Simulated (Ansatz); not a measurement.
# Ba in Ansatz: further runs, part 2 of 3

Ansatz 0.2.0. The steps go on from the part before.

**3. Work function, LDA**

input.yaml reads:

```yaml
crystal:
  lattice:
    - [3.91, 0.0, 0.0]
    - [-1.955, 3.65, 0.0]
    - [0.0, 0.0, 20.7]
  atoms:
    - { symbol: Ba, position: [0.0, 0.0, 0.3623188406] }
    - { symbol: Ba, position: [0.0, 0.0, 0.6376811594] }
  periodic: [true, true, false]
kpoints:
  mp_grid: { grid: [8, 8, 1] }
scf:
  occupations: { method: fermi_dirac, width: 0.05 }
hamiltonian:
  xc: lda
  pseudopotentials: { kind: all_electron, lapw: { basis_error: 0.001 } }
output:
  forces: true
  stress: true
  eigenvalues: true
```

Potentials or basis: all-electron LAPW, scalar-relativistic.

Launch:

```bash
> ansatz run input.yaml --threads 4 --pin off --max-ram 12288MiB --backend cpu --events-out ev --progress --plain --runs-dir out
```

Output:

```text
Warning: crystal.periodic: the lattice vector that does not repeat stood 0.000° off the slab's normal, 20.700 Å along it as the deck builds it. The run solves the slab on a vector along the normal, 35.200 Å long, with every atom where it was (on the deck's vector they left 15.00 Å outside them, and the widest stretch free of ions among them is 5.70 Å). A fractional position that the run reports is one of the run's cell, which starts as this one, and not of the deck's: it goes into a deck with that cell's vectors. The slab on that cell runs as it stands in a deck that lists each atom with its symbol and moment, types crystal.periodic and leaves out crystal.checkpoint, crystal.saddle_side, crystal.structure_sha256, crystal.space_group, crystal.setting, crystal.reduce_to_primitive, crystal.supercell, crystal.defects and each atom's wyckoff. Where those keys changed the vectors of the plane, lay the indices of each lattice_plane and lattice_line anew on these rows. Along the normal they count this vector already. An outside_sphere can name other atoms there (type this run's as sites). In the order of the run's atom list the slab is: crystal.lattice: [[3.91, 0.0, 0.0], [-1.955, 3.65, 0.0], [0.0, -0.0, 35.19999999832]]; position: [0.0, 0.0, 0.21306818184028278]; position: [0.0, 0.0, 0.3750000000059659];
Warning: RAYON_NUM_THREADS=4 ignored (pool sized by the plan → 4); use --threads N
crystal.periodic: the lattice vector that does not repeat stood 0.000° off the slab's normal, 20.700 Å along it as the deck builds it. The run solves the slab on a vector along the normal, 35.200 Å long, with every atom where it was (on the deck's vector they left 15.00 Å outside them, and the widest stretch free of ions among them is 5.70 Å). A fractional position that the run reports is one of the run's cell, which starts as this one, and not of the deck's: it goes into a deck with that cell's vectors. The slab on that cell runs as it stands in a deck that lists each atom with its symbol and moment, types crystal.periodic and leaves out crystal.checkpoint, crystal.saddle_side, crystal.structure_sha256, crystal.space_group, crystal.setting, crystal.reduce_to_primitive, crystal.supercell, crystal.defects and each atom's wyckoff. Where those keys changed the vectors of the plane, lay the indices of each lattice_plane and lattice_line anew on these rows. Along the normal they count this vector already. An outside_sphere can name other atoms there (type this run's as sites). In the order of the run's atom list the slab is: crystal.lattice: [[3.91, 0.0, 0.0], [-1.955, 3.65, 0.0], [0.0, -0.0, 35.19999999832]]; position: [0.0, 0.0, 0.21306818184028278]; position: [0.0, 0.0, 0.3750000000059659];
LAPW: plane waves up to 5.007 Å⁻¹, error target 1.0e-3 eV per atom; small_component_spin mean_spin; Ba in spheres of 1.955 Å, 26 of its electrons in bands, Dirac shells [] (how accurate: hamiltonian.pseudopotentials.lapw.basis_error, Limitations)
Engine: ansatz 0.2.0, aarch64-unknown-linux-gnu
Pseudopotentials: kind: all_electron
Pseudopotential: Ba, LAPW, valence charge 26, lapw/all_electron/scalar/gaussian/Ba, Koelling and Harmon's equation, gaussian nucleus
Functional definition: SPW92
  exchange = slater_x
  correlation = pw_c
Crystal: 2 atoms, lattice volume = 502.357 Å³
Basis set: ecut = 95.52307561076557 eV, 1091 PW (Γ), exchange–correlation at level 2
Bands: 32, of which v1, the nominal top of the filled ones, is band 26 counted from 1 (25 counted from 0)
Symmetry: 8 space group operations
Space group: Cmmm (ITA 65), of the structure as read, at distance tolerance 7.9e-5 Å
k-points: 21 of 64
Non-local potential: Ba, projectors of the file, none
Initial density: superposition of atomic densities (neutral atoms: chi_scale 0, normalization atom)
Initial wavefunctions: plane waves of lowest kinetic energy (no species holds an atomic orbital)
Functional: x = slater, c = lda
iter 1 solved again at ethr=4.44e-3 eV; its pass at ethr=1.00e-1 eV (dr2=2.31e0 eV) is discarded
SCF iter   1: F=—  HF=-442404.238867 eV  |F-HF|=—  |Δ(HF+E_count)|=         —  Δρ=8.56e-3  dr2=2.33e0  ethr=4.44e-3  ⟨swp⟩=4.0  Hψ=4577  notcnv=0
preconditioner: auto → LDOS  [metal: Δε(μ)=0.017 eV  Ē_g=1.975 eV  σ=0.050 eV  W_gap=0.09  n_scr=58 (ndim 8)  ℏωp=3.3 eV  f_vac=0.670  D(μ)=6.62/eV (n_scr^D=16)  β→1.0]
iter 2 solved again at ethr=2.35e-4 eV; its pass at ethr=4.44e-3 eV (dr2=1.22e-1 eV) is discarded
SCF iter   2: F=—  HF=-442403.523908 eV  |F-HF|=—  |Δ(HF+E_count)|=   7.15e-1  Δρ=3.91e-3  dr2=1.22e-1  ethr=2.35e-4  ⟨swp⟩=2.9  Hψ=3914  notcnv=0  defer=5
SCF iter   3: F=—  HF=-442403.531736 eV  |F-HF|=—  |Δ(HF+E_count)|=   7.83e-3  Δρ=1.01e-3  dr2=9.67e-2  ethr=2.34e-4  ⟨swp⟩=3.5  Hψ=2455  notcnv=0  defer=1
SCF iter   4: F=—  HF=-442403.523793 eV  |F-HF|=—  |Δ(HF+E_count)|=         —  Δρ=5.99e-4  dr2=1.21e-2  ethr=1.86e-4  ⟨swp⟩=3.0  Hψ=2331  notcnv=0  defer=1
the basis was enlarged: its passes take 415.0 KiB over the memory plan, 4 of 4 planned eigensolver slots
SCF iter   5: F=—  HF=-442403.520269 eV  |F-HF|=—  |Δ(HF+E_count)|=   3.52e-3  Δρ=1.46e-4  dr2=3.45e-4  ethr=2.32e-5  ⟨swp⟩=3.3  Hψ=2395  notcnv=0  defer=1
SCF iter   6: F=—  HF=-442403.520368 eV  |F-HF|=—  |Δ(HF+E_count)|=   9.92e-5  Δρ=6.44e-5  dr2=8.55e-5  ethr=6.63e-7  ⟨swp⟩=4.0  Hψ=2357  notcnv=0
SCF iter   7: F=—  HF=-442403.520388 eV  |F-HF|=—  |Δ(HF+E_count)|=   2.00e-5  Δρ=2.13e-5  dr2=1.48e-5  ethr=1.64e-7  ⟨swp⟩=4.0  Hψ=2358  notcnv=0
SCF iter   8: F=—  HF=-442403.520394 eV  |F-HF|=—  |Δ(HF+E_count)|=   5.70e-6  Δρ=5.14e-6  dr2=1.90e-6  ethr=2.84e-8  ⟨swp⟩=4.0  Hψ=2369  notcnv=0
SCF iter   9: F=—  HF=-442403.520395 eV  |F-HF|=—  |Δ(HF+E_count)|=   7.45e-7  Δρ=2.03e-6  dr2=8.18e-7  ethr=3.65e-9  ⟨swp⟩=4.0  Hψ=2360  notcnv=0
SCF iter  10: F=—  HF=-442403.520395 eV  |F-HF|=—  |Δ(HF+E_count)|=   2.58e-8  Δρ=1.52e-6  dr2=7.56e-7  ethr=1.57e-9  ⟨swp⟩=3.0  Hψ=2257  notcnv=0
SCF iter  11: F=—  HF=-442403.520395 eV  |F-HF|=—  |Δ(HF+E_count)|=   1.01e-8  Δρ=1.39e-6  dr2=7.12e-7  ethr=1.45e-9  ⟨swp⟩=2.0  Hψ=2221  notcnv=0
SCF iter  12: F=—  HF=-442403.520395 eV  |F-HF|=—  |Δ(HF+E_count)|=   5.43e-8  Δρ=1.27e-6  dr2=6.27e-7  ethr=1.37e-9  ⟨swp⟩=2.0  Hψ=2221  notcnv=0
SCF iter  13: F=—  HF=-442403.520394 eV  |F-HF|=—  |Δ(HF+E_count)|=   5.51e-8  Δρ=1.09e-6  dr2=3.49e-7  ethr=1.21e-9  ⟨swp⟩=2.0  Hψ=2221  notcnv=0
SCF iter  14: F=—  HF=-442403.520395 eV  |F-HF|=—  |Δ(HF+E_count)|=   2.47e-8  Δρ=1.01e-6  dr2=2.50e-7  ethr=6.72e-10  ⟨swp⟩=2.0  Hψ=2221  notcnv=0
SCF iter  15: F=-442403.520395 eV  HF=-442403.520395 eV  |F-HF|=6.92e-8  |Δ(HF+E_count)|=   1.59e-7  Δρ=7.88e-7  dr2=6.86e-8  ethr=4.81e-10  ⟨swp⟩=2.0  Hψ=2221  notcnv=0
SCF 1 converged in 15 iterations: F = -442403.520395 eV  dr2 = 6.86e-8
SCF converged after 15 iterations
Free energy (F): -442403.520395 eV
Harris-Foulkes:  -442403.520395 eV  (|F-HF|=6.92e-8)
Internal energy: -442403.470199 eV  (E = F + TS)
E sigma→0 (E₀):  -442403.495297 eV
Entropy (-TS):   -0.050195 eV (-25.098 meV/atom)
Fermi energy:    -2.648209 eV
--- Per-component energies (eV) ---
  E_band       = -4233.746105
  E_kinetic    = 471270.765459
  E_xc         = -10441.268281
  E_electrostatic = -903232.967377  (all electrons and nuclei)
  E_smearing   = -0.050195  (= −TS)
  E_closure    = 0.000000  (closes the sum)
  E_atoms      = -442400.530005  (free atoms, spherical and without spin; not in F)
  Σ components = -442403.520395   (vs F -442403.520395, Δ=0.00e0)
  Basis errors (estimates in eV, not in F): energy 5.0e-4 per atom: plane waves 4.8e-4 (3.0e-4 summed), levels above the bands 1.2e-17, relativity 1.5e-9, radial functions 1.6e-5, core shells 8.7e-8; eigenvalues (radial functions only) 9.7e-7; not estimated: angular momenta, meshes, grids; target (lapw.basis_error) 1.0e-3; muffin-tin radii Ba 1.955 Å
--- Forces (eV/Å), atoms counted from 1 ---
  atom   1  Ba     0.00000000     0.00000000     0.20887442
  atom   2  Ba     0.00000000    -0.00000000    -0.20887442
  max |Σ_I F_I| component: 0.00e0 eV/Å
--- 2D stress c σ (N/m, compression-positive) ---
        1.599483      -0.000000       0.000000
       -0.000000      -0.195303      -0.000000
        0.000000       0.000000       0.000000
  P = ½ c Tr σ = 0.7021 N/m
--- Band table (eV; the first three rows and the last of 21) ---
  k-point 0: bands = ["-178.3862", "-178.3862", "-178.3690", "-178.3690", "-178.3651", "-178.3651", "-87.5142", "-87.5142", "-87.5101", "-87.5101", "-87.5070", "-87.5070", "-87.4887", "-87.4887", "-87.4876", "-87.4876", "-31.8288", "-31.8286", "-17.0750", "-17.0645", "-16.5351", "-16.5347", "-16.4362", "-16.4358", "-4.9422", "-4.6644", "-2.7519", "-2.3413", "-2.3397", "-1.2048", "-1.1902", "-0.2971"]
  k-point 1: bands = ["-178.3862", "-178.3862", "-178.3690", "-178.3690", "-178.3651", "-178.3651", "-87.5142", "-87.5142", "-87.5101", "-87.5101", "-87.5070", "-87.5070", "-87.4887", "-87.4887", "-87.4875", "-87.4875", "-31.8189", "-31.8187", "-17.0591", "-17.0490", "-16.6497", "-16.6492", "-16.4563", "-16.4560", "-4.6409", "-4.3412", "-2.6611", "-2.2492", "-2.2302", "-1.4783", "-1.4595", "-0.5503"]
  k-point 2: bands = ["-178.3862", "-178.3862", "-178.3690", "-178.3690", "-178.3651", "-178.3651", "-87.5142", "-87.5142", "-87.5101", "-87.5101", "-87.5070", "-87.5070", "-87.4887", "-87.4887", "-87.4875", "-87.4875", "-31.7951", "-31.7949", "-17.0205", "-17.0113", "-16.9125", "-16.9116", "-16.5045", "-16.5041", "-3.9394", "-3.6325", "-2.6262", "-2.1972", "-2.1622", "-1.5898", "-1.4750", "-0.9714"]
  k-point 20: bands = ["-178.3862", "-178.3862", "-178.3690", "-178.3690", "-178.3651", "-178.3651", "-87.5142", "-87.5142", "-87.5101", "-87.5101", "-87.5070", "-87.5070", "-87.4886", "-87.4886", "-87.4876", "-87.4876", "-31.7289", "-31.7287", "-17.2769", "-17.2758", "-16.9260", "-16.9185", "-16.8130", "-16.8123", "-2.5584", "-2.3055", "-2.2616", "-2.2482", "-2.0965", "-1.6292", "-0.9054", "-0.8648"]
  the weakly bound empty levels are not read free of the cell's end (augmented_plane_waves)
```

Run time: 10 s. Hardware: 4 threads of Arm Neoverse N1, shared host; peak memory 0.35 GiB.

Results:

| Property | Result |
| --- | --- |
| Free energy | -442403.5204 eV |
| Largest force | 0.209 eV/Å |
| Band gap on the k mesh | none (metal or under the smearing width) |
| Work function | 2.65 eV |

Forces on the atoms (eV/Å):
```
Ba   0.000  0.000  0.209
Ba   0.000  0.000 -0.209
```

Levels at points of the mesh, in eV from the Fermi level:
```
            k point  band 24  band 25  band 26  band 27  band 28  band 29
 (0.00, 0.00, 0.00)   -13.79    -2.29    -2.02    -0.10     0.31     0.31
(0.00, -0.50, 0.00)   -13.92    -0.75    -0.66    -0.17     0.19     1.25
(-0.50, 0.00, 0.00)   -14.07    -0.76    -0.69    -0.11     0.22     1.53
```

**4. Work function, PBEsol**

input.yaml, as its differences from that of step 3:

```diff
@@ -14,3 +14,3 @@
 hamiltonian:
-  xc: lda
+  xc: pbesol
   pseudopotentials: { kind: all_electron, lapw: { basis_error: 0.001 } }
```

Potentials or basis: all-electron LAPW, scalar-relativistic.

Launch:

```bash
> ansatz run input.yaml --threads 4 --pin off --max-ram 12288MiB --backend cpu --events-out ev --progress --plain --runs-dir out
```

Output:

```text
Warning: crystal.periodic: the lattice vector that does not repeat stood 0.000° off the slab's normal, 20.700 Å along it as the deck builds it. The run solves the slab on a vector along the normal, 35.200 Å long, with every atom where it was (on the deck's vector they left 15.00 Å outside them, and the widest stretch free of ions among them is 5.70 Å). A fractional position that the run reports is one of the run's cell, which starts as this one, and not of the deck's: it goes into a deck with that cell's vectors. The slab on that cell runs as it stands in a deck that lists each atom with its symbol and moment, types crystal.periodic and leaves out crystal.checkpoint, crystal.saddle_side, crystal.structure_sha256, crystal.space_group, crystal.setting, crystal.reduce_to_primitive, crystal.supercell, crystal.defects and each atom's wyckoff. Where those keys changed the vectors of the plane, lay the indices of each lattice_plane and lattice_line anew on these rows. Along the normal they count this vector already. An outside_sphere can name other atoms there (type this run's as sites). In the order of the run's atom list the slab is: crystal.lattice: [[3.91, 0.0, 0.0], [-1.955, 3.65, 0.0], [0.0, -0.0, 35.19999999832]]; position: [0.0, 0.0, 0.21306818184028278]; position: [0.0, 0.0, 0.3750000000059659];
Warning: RAYON_NUM_THREADS=4 ignored (pool sized by the plan → 4); use --threads N
crystal.periodic: the lattice vector that does not repeat stood 0.000° off the slab's normal, 20.700 Å along it as the deck builds it. The run solves the slab on a vector along the normal, 35.200 Å long, with every atom where it was (on the deck's vector they left 15.00 Å outside them, and the widest stretch free of ions among them is 5.70 Å). A fractional position that the run reports is one of the run's cell, which starts as this one, and not of the deck's: it goes into a deck with that cell's vectors. The slab on that cell runs as it stands in a deck that lists each atom with its symbol and moment, types crystal.periodic and leaves out crystal.checkpoint, crystal.saddle_side, crystal.structure_sha256, crystal.space_group, crystal.setting, crystal.reduce_to_primitive, crystal.supercell, crystal.defects and each atom's wyckoff. Where those keys changed the vectors of the plane, lay the indices of each lattice_plane and lattice_line anew on these rows. Along the normal they count this vector already. An outside_sphere can name other atoms there (type this run's as sites). In the order of the run's atom list the slab is: crystal.lattice: [[3.91, 0.0, 0.0], [-1.955, 3.65, 0.0], [0.0, -0.0, 35.19999999832]]; position: [0.0, 0.0, 0.21306818184028278]; position: [0.0, 0.0, 0.3750000000059659];
[... 67 lines left out ...]
  k-point 2: bands = ["-178.4891", "-178.4891", "-178.4779", "-178.4779", "-178.4731", "-178.4731", "-87.4130", "-87.4130", "-87.4111", "-87.4111", "-87.4072", "-87.4072", "-87.3926", "-87.3926", "-87.3915", "-87.3915", "-31.6321", "-31.6319", "-16.9034", "-16.8943", "-16.7912", "-16.7903", "-16.3863", "-16.3859", "-3.8233", "-3.5151", "-2.5380", "-2.0770", "-2.0314", "-1.4700", "-1.3446", "-0.7967"]
  k-point 20: bands = ["-178.4891", "-178.4891", "-178.4779", "-178.4779", "-178.4731", "-178.4731", "-87.4129", "-87.4129", "-87.4111", "-87.4111", "-87.4072", "-87.4072", "-87.3925", "-87.3925", "-87.3915", "-87.3915", "-31.5655", "-31.5654", "-17.1580", "-17.1569", "-16.8095", "-16.8022", "-16.6915", "-16.6908", "-2.4401", "-2.2040", "-2.1455", "-2.1422", "-1.9800", "-1.5017", "-0.7705", "-0.6889"]
  the weakly bound empty levels are not read free of the cell's end (augmented_plane_waves)
```

Run time: 11 s. Hardware: 4 threads of Arm Neoverse N1, shared host; peak memory 0.37 GiB.

Results:

| Item | Value |
| --- | --- |
| Free energy | -442569.3169 eV |
| Largest force | 0.203 eV/Å |
| Band gap on the k mesh | none (metal or under the smearing width) |
| Work function | 2.55 eV |

Forces on the atoms (eV/Å):
```
Ba   0.000  0.000  0.203
Ba   0.000  0.000 -0.203
```

Levels at points of the mesh, in eV from the Fermi level:
```
            k point  band 23  band 24  band 25  band 26  band 27  band 28  band 29  band 30
 (0.00, 0.00, 0.00)   -13.77   -13.77    -2.28    -2.00    -0.12     0.33     0.34     1.47
(0.00, -0.50, 0.00)   -13.91   -13.91    -0.73    -0.65    -0.15     0.21     1.34     1.55
(-0.50, 0.00, 0.00)   -14.05   -14.05    -0.75    -0.68    -0.09     0.25     1.62     1.91
```

The run has no spin-orbit coupling, so splittings on Ba are missing.

[end of part 2 of 3]
